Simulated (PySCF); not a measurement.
**C3H8BrClSi2: electronic excitations**

What electronic excitations should C3H8BrClSi2 (`ClC[Si@@H]1C[SiH2][C@H]1Br`) show?

Computed with PySCF 2.14.0, with density-fitted response routines of our own, on a single molecule in the gas phase. Atoms are numbered from 0 throughout.

### Step 1. The molecule as given

15 atoms, charge 0, multiplicity 1; geometry from: GFN2-xTB.

Bonds of the start (Å): Cl0–C1 1.78, C1–Si2 1.91, Si2–C3 1.92, C3–Si4 1.92, Si4–C5 1.94, C5–Br6 1.97, C5–Si2 1.92, C1–H7 1.09, C1–H8 1.09, Si2–H9 1.46, C3–H10 1.09, C3–H11 1.09, Si4–H12 1.46, Si4–H13 1.46, C5–H14 1.09.

### Step 2. Ultraviolet spectrum: wB97X-D/def2-SVPD

The job: settings as JSON, then the geometry in Å.

```
{"job": {"kind": "uv", "xc": "wB97X-D", "basis": "def2-SVPD", "nstates": 8, "ntriplets": 3}, "charge": 0, "multiplicity": 1}
Cl    -1.969341     0.295249     1.694194
C     -2.126736    -0.566451     0.141562
Si    -0.428078    -0.563551    -0.729736
C      0.989865    -1.055627     0.460028
Si     1.589973     0.761496     0.665056
C      0.326641     1.207073    -0.733020
Br     1.242206     1.570255    -2.438803
H     -2.901485    -0.058509    -0.425678
H     -2.469462    -1.570779     0.370555
H     -0.552603    -1.225860    -2.029157
H      1.732744    -1.699101    -0.003134
H      0.681392    -1.546667     1.377856
H      1.235191     1.388421     1.933711
H      2.974976     1.012109     0.279686
H     -0.329697     2.059931    -0.585034
```

With the program's defaults for keys left out, this is: TDDFT wB97X-D/def2-SVPD, vertical, gas phase, core orbitals frozen in the response.

Launch:

```bash
$ OMP_NUM_THREADS=1 python probes_run.py task.json out
```

The driver reads the jobs from task.json and runs them one after another.

What will the session give for the following? lowest singlet (wB97X-D/def2-SVPD); brightest single state of those computed; lowest triplet. Wanted: lowest singlet; brightest single state of those computed; lowest triplet.

As calculated:

| quantity | value |
| --- | --- |
| lowest singlet (wB97X-D/def2-SVPD) | 5.16 eV (240 nm), f = 0.004 |
| brightest single state of those computed | state 8, 7.15 eV, f = 0.033 |
| lowest triplet | 4.58 eV |

In words: The lowest singlet, at 5.16 eV, is HOMO→LUMO 0.91 and is weak; of the 8 states computed, the strongest absorption comes from state 8 at 7.15 eV (the last computed, so partners may be missing). The lowest triplet lies 0.57 eV below the lowest singlet (triplets in Tamm-Dancoff, singlets in full TDDFT).
